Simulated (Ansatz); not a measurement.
LaTl, space group Pm-3m, a convergence test of the plane-wave cutoff

Computed with Ansatz 0.2.0 through its Python package.

Typed at the interpreter:
```pycon
>>> import csv
>>> import warnings
>>> import ansatz
>>> from ase import Atoms
>>> FUNCTIONAL = "r2scan"
>>> KSPACING = 0.2
>>> FILLING = "fermi_dirac"
>>> SMEARING_WIDTH = 0.1
>>> warnings.simplefilter("ignore", ansatz.DeckWarning)
>>> atoms = Atoms(
...     ["La", "Tl"],
...     scaled_positions=[
...         [0.0, 0.0, 0.0],
...         [0.5, 0.5, 0.5],
...     ],
...     cell=[
...         [3.936, 0.0, 0.0],
...         [0.0, 3.936, 0.0],
...         [0.0, 0.0, 3.936],
...     ],
...     pbc=True,
... )
>>> cell = ansatz.Crystal.from_ase(atoms)
>>> setup = (
...     cell.calculation()
...     .functional(FUNCTIONAL)
...     .kpoints(spacing=KSPACING)
...     .occupations(FILLING, width=SMEARING_WIDTH)
...     .stress()
... )
>>> rows = []
>>> for value in [250, 300, 350, 400, 450, 500]:
...     rep = setup.basis(value).run().report
...     rows.append((value, rep["free_energy_ev"] / len(rep["lattice"]["sites"]), rep["n_iterations"], sum(rep["stress_gpa"][i][i] for i in range(3)) / 3, rep["n_pw"]))
...
>>> with open("ecut.csv", "w", newline="") as handle:
...     writer = csv.writer(handle)
...     writer.writerow(["cutoff (eV)", "F/atom (eV)", "iterations", "P (GPa)", "plane waves"])
...     writer.writerows([round(v, 5) if isinstance(v, float) else v for v in row] for row in rows)
...
56
>>> # the last row is the reference
>>> for row in rows[:-1]:
...     shift = 1000 * (row[1] - rows[-1][1])
...     print(f"{row[0]}: {shift:+.2f} meV/atom" + ("  (within 5 meV)" if abs(shift) < 5 else ""))
...
250: +557.07 meV/atom
300: +67.19 meV/atom
350: +5.37 meV/atom
400: +1.63 meV/atom  (within 5 meV)
450: +0.70 meV/atom  (within 5 meV)
```

File `ecut.csv` afterwards:
```csv
cutoff (eV),F/atom (eV),iterations,P (GPa),plane waves
250,-8861.61668,7,1.93804,515
300,-8862.10656,7,1.71428,739
350,-8862.16838,7,1.70977,925
400,-8862.17212,7,1.68401,1141
450,-8862.17305,7,1.67652,1357
500,-8862.17375,7,1.6685,1551
```

From 400 eV on it stays within 5 meV an atom of the value at 500 eV; the first row (250 eV) is off by 557.1 meV and the last but one by 0.70 meV. The energy falls steadily, as expected when plane waves are added. The pressure moves from 1.94 to 1.67 GPa (the program's stress holds a Pulay correction, so it settles early). The last run costs about 1.4 times the first.

Notes:
- Pressure is positive in compression.
- Spin-orbit coupling, which matters for elements this heavy, is left out.
- The starting cell is as deposited in a crystallographic database; the results hold for this polymorph, which needn't be the stable one.
- Shifts are counted from the last row, which is itself no proven limit.
- The script silences the warnings on its input, which a real study should read.
- By the engine's processor time: 18 s on 1 thread of Intel(R) Xeon(R) Processor @ 2.30GHz (shared host), peak memory 0.68 GiB.
